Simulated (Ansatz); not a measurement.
# LiPb (110): surface energy and levels

The task, for LiPb: find the bulk's equilibrium cell, then compute energy, relaxation and work function or band edges of the (110) face.

Method: DFT PBEsol, scalar-relativistic, plane waves, PAW, in Ansatz 0.2.0.

2 further runs of the same task are left out: 2 that didn't finish.

### 1 The structure to begin with

Symmetry: Pm-3m, No. 221, cubic system. Conventional cell: a = 3.522 Å, b = 3.522 Å, c = 3.522 Å, α = 90.00°, β = 90.00°, γ = 90.00°. Li (site symmetry m-3m) is surrounded by 8 Pb at 3.05 Å. Pb (site symmetry m-3m) is surrounded by 8 Li at 3.05 Å.

As a file:

```
CELL_PARAMETERS angstrom
3.52200 0.00000 0.00000
0.00000 3.52200 0.00000
0.00000 0.00000 3.52200
ATOMIC_POSITIONS crystal
Li 0.50000 0.50000 0.50000
Pb 0.00000 0.00000 0.00000
```

Source of the structure: the Crystallography Open Database.

### 2 Probe: one point at the start

input.yaml reads:

```yaml
crystal:
  lattice:
    - [3.5220001976, 0.0, 0.0]
    - [0.0, 3.5220001976, 0.0]
    - [0.0, 0.0, 3.5220001976]
  atoms:
    - { symbol: Li, position: [0.5, 0.5, 0.5] }
    - { symbol: Pb, position: [0.0, 0.0, 0.0] }
basis:
  ecutwfc: 420
kpoints:
  mp_grid: { grid: [6, 6, 6] }
hamiltonian:
  xc: pbesol
scf:
  occupations: { method: gaussian, width: 0.1 }
output:
  forces: true
  stress: true
  eigenvalues: true
```

Launch:

```console
$ ansatz run input.yaml --threads 2 --pin off --max-ram 5632MiB --backend cpu --events-out ev --progress --plain --runs-dir out
```

Standard output (excerpt; [...] marks lines left out):

```text
Warning: RAYON_NUM_THREADS=2 ignored (pool sized by the plan → 2); use --threads N
[...]
Pseudopotentials: kind: paw
Pseudopotential: Li, paw, valence charge 3, recommended cutoff 420 eV (normal), Li.paw.azcp
Pseudopotential: Pb, paw, valence charge 14, recommended cutoff 420 eV (normal), Pb.paw.azcp
Functional definition: PBEsol
[...]
Crystal: 2 atoms, lattice volume = 43.689 Å³
Basis set: ecut = 420 eV, 847 PW (Γ), exchange–correlation on 48×48×48 points (8 copies of the dense FFT grid, shifted against one another)
Bands: 13, of which v1, the nominal top of the filled ones, is band 9 counted from 1 (8 counted from 0)
Symmetry: 48 space group operations
Space group: Pm-3m (ITA 221), of the structure as read, at distance tolerance 3.5e-5 Å
[...]
SCF converged after 7 iterations
Free energy (F): -11958.560245 eV
[...]
E sigma→0 (E₀):  -11958.557252 eV
Entropy (-TS):   -0.005986 eV (-2.993 meV/atom)
Fermi energy:    8.499183 eV
[...]
--- Forces (eV/Å), atoms counted from 1 ---
  atom   1  Li     0.00000000    -0.00000000     0.00000000
  atom   2  Pb    -0.00000000     0.00000000    -0.00000000
[...]
--- Stress (GPa, compression-positive) ---
       -0.571416      -0.000000       0.000000
       -0.000000      -0.571416       0.000000
        0.000000       0.000000      -0.571416
  P = ⅓ Tr σ = -0.5714 GPa (-5.714 kbar)
--- Band table (eV; the first three rows and the last of 20) ---
  k-point 0: bands = ["-37.7695", "-8.5728", "-8.5728", "-8.3155", "-8.3155", "-8.3155", "-2.3002", "10.5595", "10.5595", "10.5595", "13.8363", "14.7517", "14.7517"]
[...]
```

Run time: 0.79 s. Hardware: 2 threads of Arm Neoverse V1, shared host; peak memory 0.28 GiB.

From the probe: pressure -0.6 GPa, largest force 0.00 eV/Å, gap on this mesh none (metal). By this gap the next run takes a mesh of 12×12×12.

### 3 Full relaxation

input.yaml: that of step 2 with these lines changed.

```diff
@@ -11,3 +11,3 @@
 kpoints:
-  mp_grid: { grid: [6, 6, 6] }
+  mp_grid: { grid: [12, 12, 12] }
 hamiltonian:
@@ -20 +20,10 @@
   eigenvalues: true
+  write_density: true
+  write_potential: true
+  elf: true
+  volumetric_format: npy
+relax:
+  adjacent_minimum: "off"
+  f_tol: 0.005
+  max_steps: 80
+  cell: { stress_tol: 0.05 }
```

Launch:

```console
$ ansatz run input.yaml --threads 2 --pin off --max-ram 5632MiB --backend cpu --events-out ev --progress --plain --runs-dir out
```

Standard output:

```text
Warning: RAYON_NUM_THREADS=2 ignored (pool sized by the plan → 2); use --threads N
Engine: ansatz 0.2.0, aarch64-unknown-linux-gnu
[... 4 set-up lines as earlier in the session ...]
  exchange = pbesol_x
  correlation = pbesol_c
Crystal: 2 atoms, lattice volume = 43.689 Å³
Basis set: ecut = 420 eV, 847 PW (Γ), exchange–correlation on 48×48×48 points (8 copies of the dense FFT grid, shifted against one another)
Bands: 13, of which v1, the nominal top of the filled ones, is band 9 counted from 1 (8 counted from 0)
[... 2 set-up lines as earlier in the session ...]
k-points: 84 of 1728
Non-local potential: Li, projectors of the file, l = 0: 3, l = 1: 2, l = 2: 1
Non-local potential: Pb, projectors of the file, l = 0: 2, l = 1: 2, l = 2: 2, l = 3: 2
PAW form: soft (Blöchl's): semilocal exchange-correlation on the pseudo side does not see the compensation charge
PAW frozen core: Pb, regenerated for the run's functional, and the local potential with it (the file was generated under x = pbe(κ = 0.804, μ = 0.2195149727645171), c = pbe(β = 0.06672455060314922))
PAW one-centre angular grid: Li, 110 points (default); XC on 64 Gauss nodes
PAW one-centre angular grid: Pb, 590 points (default); XC on 64 Gauss nodes
Initial density: superposition of atomic densities (neutral atoms: chi_scale 0, normalization atom), corrected by the library's trained network
Initial wavefunctions: pseudopotential atomic-orbital guess
Functional: x = pbesol(κ = 0.804, μ = 0.12345679012345678), c = pbesol(β = 0.046)
SCF iter   1: F=—  HF=-11958.522082 eV  |F-HF|=—  |Δ(HF+E_count)|=         —  Δρ=2.09e-3  dr2=1.12e-3  ethr=1.77e-3  ⟨swp⟩=6.0  Hψ=6261  notcnv=0
preconditioner: auto → none  [metal: Δε(μ)=0.035 eV  Ē_g=17.791 eV  σ=0.100 eV  W_gap=0.19  n_scr=6 (ndim 8)  ℏωp=21.8 eV  f_vac=0.000  D(μ)=0.78/eV (n_scr^D=6)  sad-step TF]
SCF iter   2: F=—  HF=-11958.520700 eV  |F-HF|=—  |Δ(HF+E_count)|=   1.38e-3  Δρ=1.16e-3  dr2=4.15e-4  ethr=6.62e-6  ⟨swp⟩=2.4  Hψ=2398  notcnv=0
SCF iter   3: F=—  HF=-11958.520571 eV  |F-HF|=—  |Δ(HF+E_count)|=   1.29e-4  Δρ=5.90e-4  dr2=2.18e-4  ethr=2.44e-6  ⟨swp⟩=2.0  Hψ=1770  notcnv=0
SCF iter   4: F=—  HF=-11958.520467 eV  |F-HF|=—  |Δ(HF+E_count)|=   1.04e-4  Δρ=1.32e-4  dr2=1.54e-5  ethr=1.28e-6  ⟨swp⟩=2.1  Hψ=1584  notcnv=0
SCF iter   5: F=—  HF=-11958.520458 eV  |F-HF|=—  |Δ(HF+E_count)|=   9.47e-6  Δρ=4.08e-5  dr2=1.62e-6  ethr=9.04e-8  ⟨swp⟩=2.0  Hψ=1687  notcnv=0
SCF iter   6: F=—  HF=-11958.520457 eV  |F-HF|=—  |Δ(HF+E_count)|=   5.40e-7  Δρ=1.93e-5  dr2=3.60e-7  ethr=9.55e-9  ⟨swp⟩=2.0  Hψ=1652  notcnv=0
SCF iter   7: F=-11958.520457 eV  HF=-11958.520457 eV  |F-HF|=2.79e-8  |Δ(HF+E_count)|=   1.54e-7  Δρ=5.26e-6  dr2=2.77e-8  ethr=5.88e-10  ⟨swp⟩=9.9  Hψ=7038  notcnv=0
SCF 1 converged in 7 iterations: F = -11958.520457 eV  dr2 = 2.77e-8
relax step   1: F+E_penalty+E_count = -11958.52045708 eV  Δ(F+E_penalty+E_count) = +0.000e0 eV  max|allowed force component| = 4.002e-30 eV/Å  Δτ_max = 0.0000 Å  P = -0.212 GPa  Ω = 43.689 Å³  (7 SCF iters, dr2 threshold 1.00e-7 eV, accepted)
Crystal: 2 atoms, lattice volume = 43.354 Å³
Initial density: handed on by an earlier stage of this run
Initial wavefunctions: those handed on with the density
iter 1 solved again at ethr=3.85e-8 eV; its pass at ethr=3.10e-3 eV (dr2=6.55e-6 eV) is discarded
SCF iter   1: F=—  HF=-11958.520660 eV  |F-HF|=—  |Δ(HF+E_count)|=         —  Δρ=1.78e-4  dr2=2.29e-5  ethr=3.85e-8  ⟨swp⟩=4.0  Hψ=8867  notcnv=0
eigensolver tolerance schedule calibrated: the retry pair's looser diagonalisation under-reported the residual by θ = 0.71 (0.15/decade); ethr = c·dr2/N_el runs at the constant in force after the calibration composes with the one it found (an armed cap, an earlier calibration), c = 4.7e-2
preconditioner: auto → none  [metal: Δε(μ)=0.041 eV  Ē_g=17.838 eV  σ=0.100 eV  W_gap=0.22  n_scr=6 (ndim 8)  ℏωp=21.8 eV  f_vac=0.000  D(μ)=0.78/eV (n_scr^D=6)]
SCF iter   2: F=—  HF=-11958.520644 eV  |F-HF|=—  |Δ(HF+E_count)|=   1.61e-5  Δρ=8.98e-5  dr2=1.58e-6  ethr=3.85e-8  ⟨swp⟩=2.0  Hψ=1726  notcnv=0
SCF iter   3: F=—  HF=-11958.520644 eV  |F-HF|=—  |Δ(HF+E_count)|=   4.24e-7  Δρ=2.77e-5  dr2=1.33e-7  ethr=3.11e-10  ⟨swp⟩=10.2  Hψ=7973  notcnv=0
SCF iter   4: F=-11958.520644 eV  HF=-11958.520644 eV  |F-HF|=1.95e-9  |Δ(HF+E_count)|=   1.32e-8  Δρ=3.79e-6  dr2=4.63e-9  ethr=3.11e-10  ⟨swp⟩=8.4  Hψ=5503  notcnv=0
SCF 2 converged in 4 iterations: F = -11958.520644 eV  dr2 = 4.63e-9
relax step   2: F+E_penalty+E_count = -11958.52064359 eV  Δ(F+E_penalty+E_count) = -1.865e-4 eV  max|allowed force component| = 8.546e-31 eV/Å  Δτ_max = 0.0000 Å  P = +0.065 GPa  Ω = 43.354 Å³  energy of the carried Pulay correction = +3.108e-5 eV  (4 SCF iters, dr2 threshold 1.12e-7 eV, accepted)
Crystal: 2 atoms, lattice volume = 43.432 Å³
iter 1 solved again at ethr=2.01e-9 eV; its pass at ethr=3.10e-3 eV (dr2=3.41e-7 eV) is discarded
SCF iter   1: F=—  HF=-11958.520658 eV  |F-HF|=—  |Δ(HF+E_count)|=         —  Δρ=3.97e-5  dr2=1.26e-6  ethr=2.01e-9  ⟨swp⟩=3.9  Hψ=8863  notcnv=0
eigensolver tolerance schedule calibrated: the retry pair's looser diagonalisation under-reported the residual by θ = 0.73 (0.12/decade); ethr = c·dr2/N_el runs at the constant in force after the calibration composes with the one it found (an armed cap, an earlier calibration), c = 7.2e-2
preconditioner: auto → none  [metal: Δε(μ)=0.039 eV  Ē_g=17.838 eV  σ=0.100 eV  W_gap=0.21  n_scr=6 (ndim 8)  ℏωp=21.8 eV  f_vac=0.000  D(μ)=0.78/eV (n_scr^D=6)]
SCF iter   2: F=—  HF=-11958.520652 eV  |F-HF|=—  |Δ(HF+E_count)|=   5.65e-6  Δρ=1.92e-5  dr2=7.61e-8  ethr=2.01e-9  ⟨swp⟩=2.0  Hψ=1815  notcnv=0
SCF iter   3: F=-11958.520652 eV  HF=-11958.520652 eV  |F-HF|=9.57e-10  |Δ(HF+E_count)|=   2.52e-8  Δρ=5.87e-6  dr2=6.15e-9  ethr=4.44e-11  ⟨swp⟩=8.0  Hψ=6121  notcnv=0
SCF 3 converged in 3 iterations: F = -11958.520652 eV  dr2 = 6.15e-9
relax step   3: F+E_penalty+E_count = -11958.52065188 eV  Δ(F+E_penalty+E_count) = -8.290e-6 eV  max|allowed force component| = 5.999e-31 eV/Å  Δτ_max = 0.0000 Å  P = -0.001 GPa  Ω = 43.432 Å³  energy of the carried Pulay correction = +2.380e-5 eV  (3 SCF iters, dr2 threshold 1.05e-8 eV, accepted)
Initial wavefunctions: pseudopotential atomic-orbital guess (no wavefunctions were taken with the density)
iter 1 solved again at ethr=5.15e-7 eV; its pass at ethr=3.10e-3 eV (dr2=8.75e-5 eV) is discarded
SCF iter   1: F=—  HF=-11958.520632 eV  |F-HF|=—  |Δ(HF+E_count)|=         —  Δρ=6.82e-6  dr2=7.20e-9  ethr=5.15e-7  ⟨swp⟩=2.7  Hψ=9009  notcnv=0
eigensolver tolerance schedule: the retry pair's looser diagonalisation over-reported the residual by 12159.27 of it (diagonalisation noise at an unbounded share of the residual, at the tolerance the schedule requests for it); recorded, not acted on — ethr = c·dr2/N_el stays at c = 1.0e-1
preconditioner: auto → none  [metal: Δε(μ)=0.039 eV  Ē_g=17.837 eV  σ=0.100 eV  W_gap=0.21  n_scr=6 (ndim 8)  ℏωp=21.8 eV  f_vac=0.000  D(μ)=0.78/eV (n_scr^D=6)]
SCF iter   2: F=—  HF=-11958.520629 eV  |F-HF|=—  |Δ(HF+E_count)|=   3.45e-6  Δρ=3.07e-6  dr2=1.21e-9  ethr=4.23e-11  ⟨swp⟩=2.8  Hψ=2192  notcnv=0
SCF iter   3: F=—  HF=-11958.520629 eV  |F-HF|=—  |Δ(HF+E_count)|=   1.67e-9  Δρ=1.11e-6  dr2=1.54e-10  ethr=7.12e-12  ⟨swp⟩=2.0  Hψ=1737  notcnv=0
SCF iter   4: F=-11958.520629 eV  HF=-11958.520629 eV  |F-HF|=7.28e-12  |Δ(HF+E_count)|=  2.58e-10  Δρ=6.60e-8  dr2=2.95e-12  ethr=1.00e-12  ⟨swp⟩=4.8  Hψ=5538  notcnv=0
SCF 4 converged in 4 iterations: F = -11958.520629 eV  dr2 = 2.95e-12
relax step   4: F+E_penalty+E_count = -11958.52062891 eV  Δ(F+E_penalty+E_count) = +2.298e-5 eV  max|allowed force component| = 5.423e-31 eV/Å  Δτ_max = 0.0000 Å  P = -0.001 GPa  Ω = 43.432 Å³  stress off target by 7.22e-4 GPa  SCF on the basis re-selected at this cell (its energy is not comparable with the rows above)  (4 SCF iters)
basis re-selected at this cell: Δ(F+E_penalty+E_count) = +2.298e-5 eV, ΔP = -0.000 GPa vs the last step (what re-selecting the basis moved, of the pressure what is left beyond the Pulay correction that the steps carried, after the strain that the cell walked since its last selection, with what the two solves' SCF thresholds leave and, on support functions, any second-order correction that the steps lacked; it is no measure of the basis error at this ecutwfc). This SCF's stress stands 7.22e-4 GPa from its target on what of the cell is left free (relax.cell.stress_tol is 5.00e-2 GPa) and its largest allowed force component is 5.42e-31 eV/Å (relax.f_tol is 5.00e-3 eV/Å): within both
SCF converged after 4 iterations
Free energy (F): -11958.520629 eV
Harris-Foulkes:  -11958.520629 eV  (|F-HF|=7.28e-12)
Internal energy: -11958.516742 eV  (E = F + TS)
E sigma→0 (E₀):  -11958.518685 eV
Entropy (-TS):   -0.003887 eV (-1.944 meV/atom)
Fermi energy:    8.373710 eV
--- Per-component energies (eV) ---
  E_band       = -139.426335
  E_kinetic    = 312.500905
  E_local      = -1233.527125  (includes V_loc(G=0)·N_el)
  E_nonlocal   = 318.330657
  E_hartree    = 479.766311
  E_xc         = -229.609749
  E_vxc        = -146.633806  (∫ρ·V_xc dr)
  E_paw        = -10276.702575  (= ΣΔE_a)
  E_vpaw       = -349.629592  (= ΣTr[D̂ρ^β])
  E_aug_tail   = 0.000063  (compensation charges beyond the density's cutoff)
  E_ewald      = -1329.337347
  E_core_change = 0.062117  (= ΣΔE_core)
  E_smearing   = -0.003887  (= −TS)
  E_closure    = -0.000000  (closes the sum)
  Σ components = -11958.520629   (vs F -11958.520629, Δ=0.00e0)
--- Forces (eV/Å), atoms counted from 1 ---
  atom   1  Li    -0.00000000    -0.00000000    -0.00000000
  atom   2  Pb     0.00000000    -0.00000000    -0.00000000
  max |Σ_I F_I| component: 1.02e-30 eV/Å
--- Stress (GPa, compression-positive) ---
       -0.000722      -0.000000      -0.000000
       -0.000000      -0.000722      -0.000000
       -0.000000      -0.000000      -0.000722
  P = ⅓ Tr σ = -0.0007 GPa (-0.007 kbar)
--- Band table (eV; the first three rows and the last of 84) ---
  k-point 0: bands = ["-37.6705", "-8.5130", "-8.5130", "-8.2501", "-8.2501", "-8.2501", "-2.2635", "10.6352", "10.6352", "10.6352", "13.9602", "14.8373", "14.8373"]
  k-point 1: bands = ["-37.6704", "-8.5119", "-8.4974", "-8.2557", "-8.2557", "-8.2496", "-2.1930", "9.8224", "10.7328", "10.7328", "14.1224", "14.8962", "15.6266"]
  k-point 2: bands = ["-37.6701", "-8.5090", "-8.4549", "-8.2710", "-8.2710", "-8.2483", "-1.9853", "8.3370", "11.0205", "11.0205", "14.2074", "15.0728", "17.4168"]
  k-point 83: bands = ["-37.6665", "-8.4317", "-8.4317", "-8.4317", "-8.1152", "-8.1152", "2.6607", "7.7237", "7.7237", "7.7237", "10.8546", "10.8546", "10.8546"]
--- Relaxed structure (3 steps of the walk, 3 accepted, 1 SCFs on fresh bases) ---
  F+E_penalty+E_count = -11958.52062891 eV   max|allowed force component| = 5.423e-31 eV/Å   (the final SCF, on the basis selected at the relaxed cell)
  cell:  # Å, volume = 43.4321 Å³
    - [3.515094885779724, -1.364200377274292e-34, -6.419766481290786e-35]
    - [-1.364200377274292e-34, 3.515094885779724, 2.0061770254033705e-35]
    - [0.0, 2.0061770254033705e-35, 3.515094885779724]
  atoms:
    - { symbol: Li, position: [0.5, 0.5, 0.5] }
    - { symbol: Pb, position: [-8.544194688490531e-37, 4.984113568261968e-37, -1.4240324480437642e-37] }
```

Wall time 7.7 s (2 threads of Arm Neoverse V1, shared host); peak memory 0.35 GiB.

Step by step:

| step | E - E(step 1) (eV/cell) | largest force component (eV/Å) | pressure (GPa) | volume (Å³) |
| --- | --- | --- | --- | --- |
| 1 | 0.0000 | 0.0000 | -0.21 | 43.69 |
| 2 | -0.0002 | 0.0000 | 0.06 | 43.35 |
| 3 | -0.0002 | 0.0000 | 0.00 | 43.43 |
| 4 | -0.0002 | 0.0000 | 0.00 | 43.43 |

Step 1 is the start. Step 4 repeats the geometry before it on a plane-wave basis chosen anew for that cell, so its energy need not be comparable with the rows above.

|  | before | after | change |
| --- | --- | --- | --- |
| a (Å) | 3.522 | 3.515 | -0.2 % |
| b (Å) | 3.522 | 3.515 | -0.2 % |
| c (Å) | 3.522 | 3.515 | -0.2 % |
| volume (Å³/atom) | 21.84 | 21.72 | -0.6 % |
| shortest distance (Å) | 3.050 | 3.044 | -0.2 % |
| space group (0.01 Å) | Pm-3m | Pm-3m | same |

Forces and stress were held to the start's 48 operations: a distortion of lower symmetry was not tested.

Density in a lattice plane of the grid's cell (edges 3.52 and 3.52 Å, at 0.000 of the third edge), which holds Pb.

Values in e/Å³, 12 rows by 12 columns:
```
 7.55  5.63  2.66  0.96  0.33  0.17  0.13  0.17  0.33  0.96  2.66  5.63
 3.44  2.66  1.34  0.57  0.24  0.14  0.11  0.14  0.24  0.57  1.34  2.66
 1.19  0.96  0.57  0.31  0.16  0.11  0.09  0.11  0.16  0.31  0.57  0.96
 0.37  0.33  0.24  0.16  0.11  0.08  0.07  0.08  0.11  0.16  0.24  0.33
 0.18  0.17  0.14  0.11  0.08  0.07  0.06  0.07  0.08  0.11  0.14  0.17
 0.14  0.13  0.11  0.09  0.07  0.06  0.06  0.06  0.07  0.09  0.11  0.13
 0.18  0.17  0.14  0.11  0.08  0.07  0.06  0.07  0.08  0.11  0.14  0.17
 0.37  0.33  0.24  0.16  0.11  0.08  0.07  0.08  0.11  0.16  0.24  0.33
 1.19  0.96  0.57  0.31  0.16  0.11  0.09  0.11  0.16  0.31  0.57  0.96
 3.44  2.66  1.34  0.57  0.24  0.14  0.11  0.14  0.24  0.57  1.34  2.66
 7.55  5.63  2.66  0.96  0.33  0.17  0.13  0.17  0.33  0.96  2.66  5.63
10.38  7.55  3.44  1.19  0.37  0.18  0.14  0.18  0.37  1.19  3.44  7.55
```
Columns run along the first of these edges and rows up along the second, over one cell in 12 and 12 even steps from the bottom left corner. Atoms in the plane (fractional): Pb at (1.00, 1.00).

ELF in the same plane.

Ten even steps from '0' (0.00) to '9' (0.40):
```
000258998887778889985200
012479998887778889997421
345799999887778899999754
778999999887778899999987
999999999877777899999999
999999998877677889999999
888899988776667788999888
888888877766666777888888
777777776665556667777777
777777766655555666777777
777777776665556667777777
888888877766666777888888
888899988776667788999888
999999998877677889999999
999999999877777899999999
778999999887778899999987
345799999887778899999754
012479998887778889997421
000258998887778889985200
000148998887778889984100
```
Columns run along the first of these edges and rows up along the second, over one cell in 24 and 20 even steps from the bottom left corner. Atoms in the plane (fractional): Pb at (1.00, 1.00).

Both are smooth fields of the valence electrons: close to the nuclei they are not physical.

### 4 Variant: lower_state_search standard

input.yaml reads:

```yaml
crystal:
  lattice:
    - [3.5150948858, 0.0, 0.0]
    - [0.0, 3.5150948858, 0.0]
    - [0.0, 0.0, 3.5150948858]
  atoms:
    - { symbol: Li, position: [0.5, 0.5, 0.5] }
    - { symbol: Pb, position: [0.0, 0.0, 0.0] }
basis:
  ecutwfc: 420
kpoints:
  mp_grid: { grid: [12, 12, 12] }
hamiltonian:
  xc: pbesol
scf:
  occupations: { method: gaussian, width: 0.1 }
  lower_state_search: standard
output:
  forces: true
  eigenvalues: true
  stress: true
```

Launch:

```console
$ ansatz run input.yaml --threads 2 --pin off --max-ram 5632MiB --backend cpu --events-out ev --progress --plain --runs-dir out
```

Standard output (excerpt; [...] marks lines left out):

```text
Warning: RAYON_NUM_THREADS=2 ignored (pool sized by the plan → 2); use --threads N
[...]
[... 4 set-up lines as earlier in the session ...]
[...]
Crystal: 2 atoms, lattice volume = 43.432 Å³
[...]
  atom   1  Li     0.00000000     0.00000000    -0.00000000
  atom   2  Pb    -0.00000000     0.00000000     0.00000000
[...]
--- Stress (GPa, compression-positive) ---
       -0.000591      -0.000000       0.000000
       -0.000000      -0.000591       0.000000
        0.000000       0.000000      -0.000591
  P = ⅓ Tr σ = -0.0006 GPa (-0.006 kbar)
--- Band table (eV; the first three rows and the last of 84) ---
  k-point 0: bands = ["-37.6707", "-8.5126", "-8.5126", "-8.2498", "-8.2498", "-8.2498", "-2.2633", "10.6352", "10.6352", "10.6352", "13.9602", "14.8373", "14.8373"]
[...]
```

It took 2.1 s on 2 threads of Arm Neoverse V1, shared host; peak memory 0.33 GiB.

| run | ending | energy change | pressure (GPa) | gap (eV) | force (eV/Å) | cycles | time |
| --- | --- | --- | --- | --- | --- | --- | --- |
| step 3 | converged | 0 | 0.0 | 0.00 | 0.00 | - | 7.7 s |
| variant | converged | 0.0 meV/atom | 0.0 | 0.00 | 0.00 | 7 | 2.1 s |

The changed input (search for lower states) leaves the energy the same to the digits printed.

### 5 The bulk in the cell of the plane

input.yaml reads:

```yaml
crystal:
  lattice:
    - [3.5150948858, 0.0, 0.0]
    - [0.0, 4.9710948605, 0.0]
    - [0.0, 2.4855474302, 2.4855474302]
  atoms:
    - { symbol: Li, position: [0.5, 0.5, 0.0] }
    - { symbol: Pb, position: [0.0, 0.0, 0.0] }
basis:
  ecutwfc: 420
kpoints:
  mp_grid: { grid: [10, 7, 14] }
hamiltonian:
  xc: pbesol
scf:
  occupations: { method: gaussian, width: 0.1 }
output:
  forces: true
  stress: true
  eigenvalues: true
  write_density: true
  write_potential: true
  elf: true
  volumetric_format: npy
```

Launch:

```console
$ ansatz run input.yaml --threads 2 --pin off --max-ram 5632MiB --backend cpu --events-out ev --progress --plain --runs-dir out
```

Standard output (excerpt; [...] marks lines left out):

```text
[...]
SCF converged after 7 iterations
Free energy (F): -11958.536090 eV
[...]
E sigma→0 (E₀):  -11958.534411 eV
Entropy (-TS):   -0.003358 eV (-1.679 meV/atom)
Fermi energy:    8.314241 eV
[...]
--- Forces (eV/Å), atoms counted from 1 ---
  atom   1  Li     0.00000000    -0.00000000    -0.00000000
  atom   2  Pb     0.00000000     0.00000000     0.00000000
[...]
--- Stress (GPa, compression-positive) ---
       -0.052944       0.000000       0.000000
        0.000000      -0.164790       0.000000
        0.000000       0.000000      -0.164790
  P = ⅓ Tr σ = -0.1275 GPa (-1.275 kbar)
--- Band table (eV; the first three rows and the last of 120) ---
  k-point 0: bands = ["-37.6649", "-8.5199", "-8.5165", "-8.2569", "-8.2544", "-8.2544", "-2.2657", "10.6338", "10.6338", "10.6347", "13.9599", "14.8362", "14.8370"]
[...]
```

Run time: 3.5 s. Hardware: 2 threads of Arm Neoverse V1, shared host; peak memory 0.36 GiB.

The bulk reference has the slab's in-plane cell, mesh and smearing. Its energy with the smearing taken to zero: -5979.2672 eV/atom.

### 6 The (110) slab

Planes are indexed in the bulk's conventional cell (Pm-3m (No. 221)), a = 3.515 Å, b = 3.515 Å, c = 3.515 Å, α = 90.00°, β = 90.00°, γ = 90.00°.

Cut from the relaxed bulk: a (110) slab, 9.9 Å thick as cut, with 15 Å of vacuum; its outer planes are LiPb (top) and LiPb (bottom).

The slab as cut. Layers, bottom to top:

| plane | atoms per cell | height over the lowest (Å) |
| --- | --- | --- |
| 1 | LiPb | 0.00 |
| 2 | LiPb | 2.49 |
| 3 | LiPb | 4.97 |
| 4 | LiPb | 7.46 |
| 5 | LiPb | 9.94 |

[end of part 1 of 3]
